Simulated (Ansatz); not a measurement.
# F3GeH2N: up Jacob's ladder to CCSD(T)

An exercise on one series of results from a longer session: the logs are not shown, and one member is left open.

Method: functionals in def2-TZVPP, the program's frozen cores in correlated methods; program: Ansatz 0.2.0, Gaussian basis.

The runs, in order: LDA (SPW92), PBE-D4, revPBE-D4, BLYP-D4, r2SCAN-D4, B97M-V, PBE0-D4, B3LYP-D4, r2SCANh-D4, r2SCAN0-D4, HSE06-D4, BHLYP-D4, CAM-B3LYP-D4, LC-ωPBE, ωB97X-V, ωB97M-V, B2PLYP, PBE-QIDH; CCSD(T)/def2-SVP; CCSD(T)/def2-TZVPP; MP2/def2-QZVPP; extrapolation to the limit; RPA on PBE.

### The geometry

The geometry comes from an earlier relaxation with PBE0-D4 in a triple-zeta def2 set; it is a stationary point, not always the lowest conformer.

SMILES `[NH2][Ge]([F])([F])[F]`, 7 atoms, charge 0, spin multiplicity 1.

Atoms are counted from 1 here; the program's logs count them from 0.

Bond lengths: N1–Ge2 1.784 Å, N1–H6 1.010 Å, N1–H7 1.010 Å, Ge2–F3 1.705 Å, Ge2–F4 1.705 Å, Ge2–F5 1.713 Å. Angles: Ge2–N1–H6 115.5°, Ge2–N1–H7 115.5°, H6–N1–H7 110.8°, N1–Ge2–F3 110.0°, N1–Ge2–F4 109.9°, N1–Ge2–F5 117.3°, F3–Ge2–F4 109.0°, F3–Ge2–F5 105.1°, F4–Ge2–F5 105.1°.

Set-up of the first run:

in.yaml reads:

```yaml
crystal:
  periodic: [false, false, false]
  atoms:
    - {symbol: N, position_ang: [-0.377838, 0.531272, 0.965538]}
    - {symbol: Ge, position_ang: [0.147284, -0.409897, -0.456477]}
    - {symbol: F, position_ang: [1.156382, -1.692887, 0.035283]}
    - {symbol: F, position_ang: [-1.210924, -1.048768, -1.264750]}
    - {symbol: F, position_ang: [1.035808, 0.419209, -1.663143]}
    - {symbol: H, position_ang: [-1.053783, 1.257983, 0.780189]}
    - {symbol: H, position_ang: [0.364272, 0.874988, 1.557560]}
basis:
  gaussian: {orbitals: def2-TZVPP}
hamiltonian: {xc: lda}
output: {orbitals: {seedname: orbitals}}
```

Command:

```bash
$ ansatz run in.yaml --threads 4 --pin off --events-out ev --progress --plain --max-ram 10444MiB
```

Steps of the session up to this table: LDA; PBE-D4 (GGA); revPBE-D4 (GGA); BLYP-D4 (GGA); r2SCAN-D4 (meta-GGA); B97M-V (meta-GGA); PBE0-D4 (hybrid); B3LYP-D4 (hybrid); r2SCANh-D4 (hybrid); r2SCAN0-D4 (hybrid); HSE06-D4 (hybrid); BHLYP-D4 (hybrid); CAM-B3LYP-D4 (range-separated); LC-ωPBE (range-separated); ωB97X-V (range-separated); ωB97M-V (range-separated); B2PLYP (double hybrid); PBE-QIDH (double hybrid).

One table of the session follows, with a row left open; its other results are not shown here.

It belongs to the step «Orbital energies across the functionals». 

```
  functional  HOMO (eV)  gap (eV)
 LDA (SPW92)      -7.67      5.57
      PBE-D4      -7.45      5.68
   revPBE-D4      -7.37      5.75
     BLYP-D4      -7.34      5.55
   r2SCAN-D4      -7.83      6.51
      B97M-V      -7.90      6.43
     PBE0-D4      -9.06      8.35
    B3LYP-D4      -8.80      7.67
  r2SCANh-D4      -8.43      7.48
  r2SCAN0-D4      -9.33      8.92
    HSE06-D4          ?         ?
    BHLYP-D4     -10.58     10.73
CAM-B3LYP-D4     -10.57     10.76
     LC-ωPBE     -12.00     13.64
     ωB97X-V     -11.59     13.04
     ωB97M-V     -11.49     12.61
```

Estimate the missing values for HSE06-D4.

The run gave: HOMO (eV): -8.65; gap (eV): 7.57. In the column «HOMO (eV)» it lies between B3LYP-D4 (-8.80) and r2SCANh-D4 (-8.43).
